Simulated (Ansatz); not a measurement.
I need a fixed-spin-moment curve of Mg₃Co, space group Fm-3m. Use Ansatz's Python interface. Level of theory (first run): PBE, PAW, the default cutoff (420 eV here), 7×7×7 k-points, Fermi-Dirac smearing of 0.1 eV, collinear spin, D3BJ dispersion.

Contents of `POSCAR`:
```text
Mg3Co
1.0
   0.00000000    3.25417800    3.25417800
   3.25417800    0.00000000    3.25417800
   3.25417800    3.25417800    0.00000000
Mg Co
3 1
Direct
   0.25000000    0.25000000    0.25000000
   0.50000000    0.50000000    0.50000000
   0.75000000    0.75000000    0.75000000
   0.00000000    0.00000000    0.00000000
```

`fsm_mg3co.py`
```python
"""Fixed-spin-moment curve of Mg3Co."""

import ansatz as az
from ase.io import read
import pandas as pd

VDW = "d3bj"
K_SPACING = 0.26
SMEARING = "fermi_dirac"
SIGMA = 0.1

atoms = read("POSCAR", format="vasp")
crystal = az.Crystal.from_ase(atoms)

job = (
    crystal.calculation()
    .functional(az.Functional.PBE, dispersion=VDW)
    .kpoints(spacing=K_SPACING)
    .occupations(SMEARING, width=SIGMA)
)
# a hard lock holds the total moment, with one Fermi level a spin
rows = []
for total in [0.0, 0.8, 1.5, 2.2, 3.0]:
    summary = job.spin("collinear", total=total, lock="hard").run(threads=1).report
    up, down = summary["spin_fermi_energies_ev"]
    rows.append((total, summary["free_energy_ev"], up - down, summary["absolute_magnetization_mub"]))
reference = rows[0][1]
rows = [(m, 1000 * (e - reference), split, size) for m, e, split, size in rows]
print(pd.DataFrame(rows, columns=["total muB", "F - F(0) meV", "EF up - down eV", "absolute muB"]).round(4).to_string(index=False))
best = min(rows, key=lambda row: row[1])
print(f"lowest at {best[0]} muB per cell, {best[1]:.1f} meV against the first point")
```

Running `python fsm_mg3co.py` prints:
```text
DeckWarning: basis.ecutwfc = 420 eV, auto-derived from the records' recommended cutoffs: set by Mg (normal level)
RunWarning: this spin-polarised run has no starting moment large enough to seed its density, and nothing else in its deck makes the two spin channels differ, so an SCF from that start keeps the magnetisation at zero until it first converges, unless a state [...]
 total muB  F - F(0) meV  EF up - down eV  absolute muB
       0.0        0.0000           0.0000        0.0000
       0.8        0.4996           0.0681        0.9540
       1.5       81.7046           0.5176        1.5027
       2.2      348.0828           1.0445        2.2000
       3.0      943.3617           1.8288        3.0000
lowest at 0.0 muB per cell, 0.0 meV against the first point
```
(Warnings from the package without file and line, shortened.)

The lowest point lies at 0 μB a cell, the first of the scan; at 3 μB the energy is 943 meV above the lowest.

What to keep in mind:
- Dispersion corrections can be off by several per cent in the lattices of metals, and by several GPa in the pressure at a fixed cell.
- For a metal this k-point mesh is coarse: on a finer one energies can move by several to tens of meV an atom and pressures by half a GPa or more, differences at one mesh by less.
- The structure comes from a database of computed cells and needn't be a stable or known phase.
- Only points where the Fermi levels of the two spins meet (minima, maxima and zero moment) are free solutions; a shallow minimum can lie between the points.
- Timing: 32 s on 1 thread of Arm Neoverse V2 (shared host), peak memory 0.51 GiB.
